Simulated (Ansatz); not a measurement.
# Al2H6OSi: the cost of one run

The runs use Ansatz 0.2.0, Gaussian basis; the settings change from run to run.

## 1. The geometry

The geometry comes from an earlier relaxation with PBE0-D4 in a triple-zeta def2 set; it is a stationary point, not always the lowest conformer.

SMILES `[AlH2][O][SiH2][AlH2]`, 10 atoms, charge 0, spin multiplicity 1.

Atoms are counted from 1 here; the program's logs count them from 0.

Bond lengths: Al1–O2 1.680 Å, Al1–H5 1.580 Å, Al1–H6 1.580 Å, O2–Si3 1.634 Å, Si3–Al4 2.466 Å, Si3–H7 1.497 Å, Si3–H8 1.497 Å, Al4–H9 1.591 Å, Al4–H10 1.593 Å. Angles: O2–Al1–H5 118.0°, O2–Al1–H6 118.0°, H5–Al1–H6 123.9°, Al1–O2–Si3 179.6°, O2–Si3–Al4 111.9°, O2–Si3–H7 109.3°, O2–Si3–H8 109.3°, Al4–Si3–H7 110.5°, Al4–Si3–H8 110.5°, H7–Si3–H8 105.2°, Si3–Al4–H9 120.9°, Si3–Al4–H10 120.6°, H9–Al4–H10 118.5°.

## 2. RPA/ANO-RCC-VTZP

Options: high accuracy.

in.yaml reads:

```yaml
crystal:
  periodic: [false, false, false]
  atoms:
    - {symbol: Al, position_ang: [-2.284510, -0.215690, -1.068819]}
    - {symbol: O, position_ang: [-0.902709, -0.449537, -0.142371]}
    - {symbol: Si, position_ang: [0.434582, -0.678647, 0.768740]}
    - {symbol: Al, position_ang: [2.152788, 1.033496, 0.325170]}
    - {symbol: H, position_ang: [-3.411113, 0.732243, -0.495815]}
    - {symbol: H, position_ang: [-2.376420, -0.950637, -2.464305]}
    - {symbol: H, position_ang: [0.980694, -2.048011, 0.510836]}
    - {symbol: H, position_ang: [0.053192, -0.674289, 2.215900]}
    - {symbol: H, position_ang: [3.540349, 1.019360, 1.103914]}
    - {symbol: H, position_ang: [1.896146, 2.180513, -0.750152]}
basis:
  gaussian: {orbitals: ANO-RCC-VTZP}
hamiltonian: {xc: {name: PBE0}}
correlation: {method: rpa}
accuracy: high
```

Started as:

```sh
$ ansatz run in.yaml --threads 2 --pin off --events-out ev --progress --plain --max-ram 4352MiB
```

Q: Estimate wall time and peak memory on 2 threads of Arm Neoverse V2, shared host.

About 2 min, with a peak of 1.7 GiB.
